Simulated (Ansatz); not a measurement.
# C₅HBCl₂F₆O₂: one species, many methods

An exercise on one series of results from a longer session: the logs are not shown, and one member is left open.

Computed with Ansatz 0.2.0, Gaussian basis. Level: functionals in def2-TZVPP, the program's frozen cores in correlated methods.

Plan: LDA (SPW92), PBE-D4, revPBE-D4, BLYP-D4, r2SCAN-D4, B97M-V, PBE0-D4, B3LYP-D4, r2SCANh-D4, r2SCAN0-D4, HSE06-D4, BHLYP-D4, CAM-B3LYP-D4, LC-ωPBE, ωB97X-V, ωB97M-V, B2PLYP, PBE-QIDH; CCSD(T)/def2-SVP; CCSD(T)/def2-TZVPP; MP2/def2-QZVPP; extrapolation to the limit; RPA on PBE.

## The relaxed structure

An earlier PBE0-D4 in a triple-zeta def2 set relaxation fixed the geometry.

17 atoms, charge 0, spin multiplicity 1.

Atoms are counted from 1 here; the program's logs count them from 0.

Bond lengths: F1–C2 1.325 Å, C2–F3 1.330 Å, C2–F4 1.327 Å, C2–C5 1.529 Å, C5–C6 1.382 Å, C5–O16 1.266 Å, C6–C7 1.382 Å, C6–H17 1.076 Å, C7–C8 1.529 Å, C7–O12 1.266 Å, C8–F9 1.330 Å, C8–F10 1.325 Å, C8–F11 1.327 Å, O12–B13 1.515 Å, B13–Cl14 1.810 Å, B13–Cl15 1.793 Å, B13–O16 1.515 Å. Angles: F1–C2–F3 108.7°, F1–C2–F4 109.0°, F1–C2–C5 109.9°, F3–C2–F4 108.6°, F3–C2–C5 110.8°, F4–C2–C5 109.8°, C2–C5–C6 121.7°, C2–C5–O16 113.6°, C6–C5–O16 124.6°, C5–C6–C7 115.5°, C5–C6–H17 122.1°, C7–C6–H17 122.1°, C6–C7–C8 121.7°, C6–C7–O12 124.6°, C8–C7–O12 113.6°, C7–C8–F9 110.8°, C7–C8–F10 109.9°, C7–C8–F11 109.8° and more.

Set-up of the first run:

in.yaml reads:

```yaml
crystal:
  periodic: [false, false, false]
  atoms:
    - {symbol: F, position_ang: [-2.746550, 2.078870, -0.181802]}
    - {symbol: C, position_ang: [-1.437231, 2.230989, -0.045392]}
    - {symbol: F, position_ang: [-1.190539, 2.730603, 1.162363]}
    - {symbol: F, position_ang: [-1.005792, 3.092972, -0.956897]}
    - {symbol: C, position_ang: [-0.734309, 0.885541, -0.230639]}
    - {symbol: C, position_ang: [0.084511, 0.352255, 0.747060]}
    - {symbol: C, position_ang: [0.783220, -0.784149, 0.384801]}
    - {symbol: C, position_ang: [1.855768, -1.391753, 1.289867]}
    - {symbol: F, position_ang: [1.943467, -0.720499, 2.434772]}
    - {symbol: F, position_ang: [1.556415, -2.653928, 1.560400]}
    - {symbol: F, position_ang: [3.034134, -1.348635, 0.681940]}
    - {symbol: O, position_ang: [0.639494, -1.396369, -0.714004]}
    - {symbol: B, position_ang: [-0.466513, -1.046312, -1.689153]}
    - {symbol: Cl, position_ang: [-1.840906, -2.184199, -1.387414]}
    - {symbol: Cl, position_ang: [0.212627, -1.041189, -3.349067]}
    - {symbol: O, position_ang: [-0.948942, 0.351574, -1.358364]}
    - {symbol: H, position_ang: [0.242048, 0.843929, 1.691628]}
basis:
  gaussian: {orbitals: def2-TZVPP}
hamiltonian: {xc: lda}
output: {orbitals: {seedname: orbitals}}
```

On the command line:

```console
ansatz run in.yaml --threads 11 --pin off --events-out ev --progress --plain --max-ram 110592MiB --backend cuda --devices 0, --max-vram 75GiB
```

Among the steps run: LDA; PBE-D4 (GGA); revPBE-D4 (GGA); BLYP-D4 (GGA); r2SCAN-D4 (meta-GGA); B97M-V (meta-GGA); PBE0-D4 (hybrid); B3LYP-D4 (hybrid); r2SCANh-D4 (hybrid); r2SCAN0-D4 (hybrid); HSE06-D4 (hybrid); BHLYP-D4 (hybrid); CAM-B3LYP-D4 (range-separated); LC-ωPBE (range-separated); ωB97X-V (range-separated); ωB97M-V (range-separated); B2PLYP (double hybrid); PBE-QIDH (double hybrid).

One table of the session follows, with a row left open; its other results are not shown here.

It belongs to the step «Frontier levels by functional». 

| functional | HOMO (eV) | LUMO (eV) | gap (eV) |
| --- | --- | --- | --- |
| LDA (SPW92) | -7.30 | -5.12 | 2.18 |
| PBE-D4 | -7.12 | -4.80 | 2.32 |
| revPBE-D4 | -7.05 | -4.69 | 2.36 |
| BLYP-D4 | -6.95 | -4.68 | 2.27 |
| r2SCAN-D4 | -7.46 | -4.82 | 2.65 |
| B97M-V | -7.55 | -4.71 | 2.84 |
| PBE0-D4 | -8.48 | -4.11 | 4.38 |
| B3LYP-D4 | -8.21 | -4.30 | 3.90 |
| r2SCANh-D4 | -7.96 | -4.54 | 3.42 |
| r2SCAN0-D4 | -8.71 | -4.11 | 4.60 |
| HSE06-D4 | -8.08 | -4.48 | 3.60 |
| BHLYP-D4 | -9.70 | -3.20 | 6.51 |
| CAM-B3LYP-D4 | -9.84 | -3.06 | 6.78 |
| LC-ωPBE | ? | ? | ? |
| ωB97X-V | -10.88 | -1.96 | 8.92 |
| ωB97M-V | -10.72 | -1.99 | 8.73 |

Q: Estimate the row for LC-ωPBE from the others.

As computed: HOMO (eV): -11.26; LUMO (eV): -1.97; gap (eV): 9.29. In the column «HOMO (eV)» it is the lowest.
